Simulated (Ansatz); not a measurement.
# Yb2Al3As2 (element-swapped structure): how the settings move a single-point run

Aim: see which settings change the result for Yb2Al3As2 (element-swapped structure), by how much, and at what cost.

Method: reference: DFT r2SCAN, plane waves, PAW, scalar-relativistic, no spin polarisation, in Ansatz 0.2.0.

## 1. The structure to begin with

Symmetry: C2/m, No. 12, monoclinic system. Conventional cell: a = 10.406 Å, b = 4.145 Å, c = 6.779 Å, α = 90.00°, β = 100.67°, γ = 90.00°. Al (site symmetry m) has 2 As at 2.68 Å and 2 Al at 2.85 Å as nearest neighbours. Yb (site symmetry m) has 5 As at 2.95 to 3.08 Å and 6 Al at 3.10 to 3.33 Å as nearest neighbours. As (site symmetry m) has 1 As at 2.44 Å and 3 Al at 2.68 to 2.80 Å and 5 Yb at 2.95 to 3.08 Å as nearest neighbours. Around Al (site symmetry 2/m) lie 2 As at 2.80 Å and 4 Yb at 3.10 Å and 6 Al at 3.14 to 3.15 Å.

Coordinates:

```cif
data_structure
_symmetry_space_group_name_H-M 'P 1'
_symmetry_Int_Tables_number 1
_cell_length_a 4.1454
_cell_length_b 5.6006
_cell_length_c 6.7788
_cell_angle_alpha 80.097
_cell_angle_beta 90.000
_cell_angle_gamma 111.721
_cell_volume 143.68
loop_
_atom_site_label
_atom_site_type_symbol
_atom_site_fract_x
_atom_site_fract_y
_atom_site_fract_z
_atom_site_occupancy
Al1 Al 0.30520 0.61040 0.86590 1
Al2 Al 0.69480 0.38960 0.13410 1
Yb1 Yb 0.61937 0.23874 0.67742 1
Yb2 Yb 0.38063 0.76126 0.32258 1
As1 As 0.09360 0.18720 0.36170 1
As2 As 0.90640 0.81280 0.63830 1
Al3 Al 0.00000 0.00000 0.00000 1
```

## 2. The reference run

The input, input.yaml:

```yaml
crystal:
  lattice:
    - [0.0, 4.145358, 0.0]
    - [5.202962, -2.072679, 0.0]
    - [1.254869, 0.0, -6.661613]
  atoms:
    - { symbol: Al, position: [0.3052, 0.6104, 0.8659] }
    - { symbol: Al, position: [0.6948, 0.3896, 0.1341] }
    - { symbol: Yb, position: [0.61937, 0.23874, 0.67742] }
    - { symbol: Yb, position: [0.38063, 0.76126, 0.32258] }
    - { symbol: As, position: [0.0936, 0.1872, 0.3617] }
    - { symbol: As, position: [0.9064, 0.8128, 0.6383] }
    - { symbol: Al, position: [0.0, 0.0, 0.0] }
  symmetry: { tolerance: 0.0003 }
kpoints:
  mp_grid: { grid: [5, 5, 3], shift: [0, 0, 0] }
magnetization:
  spin_polarized: false
scf:
  occupations: { method: fermi_dirac }
hamiltonian:
  pseudopotentials: { kind: paw }
  xc: r2scan
basis:
  ecutwfc: 500
output:
  forces: true
  stress: true
  eigenvalues: true
```

The run is started by

```console
> ansatz run input.yaml --threads 1 --pin off --max-ram 2560MiB --backend cpu --events-out ev --progress --plain --runs-dir out
```

## 3. Changing settings: preconditioner resta

Edit input.yaml of step 2 so:

```diff
@@ -20,2 +20,3 @@
   occupations: { method: fermi_dirac }
+  mixing: { preconditioner: resta }
 hamiltonian:
@@ -29 +30,5 @@
   eigenvalues: true
+  write_density: true
+  write_potential: true
+  elf: true
+  volumetric_format: npy
```

## 4. Changed: occupations.method tetrahedron

Edit input.yaml of step 2 so:

```diff
@@ -19,3 +19,3 @@
 scf:
-  occupations: { method: fermi_dirac }
+  occupations: { method: tetrahedron }
 hamiltonian:
```

## 5. Changed: symmetry.detect false, xc lda, tolerance left out

Edit input.yaml of step 2 so:

```diff
@@ -13,3 +13,3 @@
     - { symbol: Al, position: [0.0, 0.0, 0.0] }
-  symmetry: { tolerance: 0.0003 }
+  symmetry: { detect: false }
 kpoints:
@@ -22,3 +22,3 @@
   pseudopotentials: { kind: paw }
-  xc: r2scan
+  xc: lda
 basis:
```

## 6. Variant: mp_grid.grid [4, 4, 2], n_extra_bands 32

Edit input.yaml of step 2 so:

```diff
@@ -15,3 +15,3 @@
 kpoints:
-  mp_grid: { grid: [5, 5, 3], shift: [0, 0, 0] }
+  mp_grid: { grid: [4, 4, 2], shift: [0, 0, 0] }
 magnetization:
@@ -20,2 +20,3 @@
   occupations: { method: fermi_dirac }
+  n_extra_bands: 32
 hamiltonian:
@@ -29 +30,5 @@
   eigenvalues: true
+  write_density: true
+  write_potential: true
+  elf: true
+  volumetric_format: npy
```

What does the calculation give? Wanted: for each run, ending; energy change; pressure; gap; force.

**Answer**, as computed:

| run | ending | energy change | pressure (GPa) | gap (eV) | force (eV/Å) | cycles | time |
| --- | --- | --- | --- | --- | --- | --- | --- |
| reference | converged | 0 | -2.4 | 0.00 | 1.31 | 14 | 37 s |
| 1: preconditioner resta | converged | 0.0 meV/atom | -2.4 | 0.00 | 1.31 | 15 | 41 s |
| 2: occupations.method tetrahedron | converged | -2.1 meV/atom (σ→0) | -2.4 | 0.00 | 1.28 | 18 | 40 s |
| 3: symmetry.detect false, xc lda, tolerance left out | converged | not comparable | -5.4 | 0.00 | 1.12 | 9 | 41 s |
| 4: mp_grid.grid [4, 4, 2], n_extra_bands 32 | converged | -11.8 meV/atom | -2.2 | 0.00 | 1.33 | 14 | 33 s |

Times don't compare one to one where runs were asked for different outputs or read a saved state (see the inputs); cycles may leave out searches for a lower state.

Residual by cycle in the longest SCF loop of each run; runs are numbered as in the table. The quantity is the density residual dr2, in eV.

| cycle | reference | run 1 | run 2 | run 3 | run 4 |
| --- | --- | --- | --- | --- | --- |
| 1 | 1.25 | 1.25 | 7.15 | 0.227 | 1.22 |
| 3 | 0.661 | 0.978 | 5.41 | 0.00568 | 0.63 |
| 4 | 0.0801 | 0.463 | 3.62 | 4.6e-4 | 0.0538 |
| 6 | 0.0106 | 0.585 | 2.38 | 2.3e-6 | 0.0217 |
| 7 | 0.104 | 0.346 | 0.195 | 4.6e-7 | 0.105 |
| 9 | 0.0142 | 0.0253 | 0.156 | 2.9e-8 | 0.0141 |
| 10 | 1.7e-4 | 0.00262 | 0.178 | - | 6.5e-5 |
| 12 | 2.5e-7 | 3.6e-5 | 0.0365 | - | 2.8e-6 |
| 13 | 1.7e-7 | 7.0e-6 | 9.0e-5 | - | 2.4e-7 |
| 15 | - | 3.5e-9 | 2.7e-5 | - | - |
| 16 | - | - | 7.6e-7 | - | - |
| 18 | - | - | 4.6e-8 | - | - |

**Reading.** No change moves the result by more than the table shows.

Caveats on the reference run: it has no spin polarisation, so a magnetic state may lie lower; its f shells have neither a U nor exact exchange and are poorly placed; its mesh is coarse for a cell with so small a gap or none; the structure is made up and not relaxed.
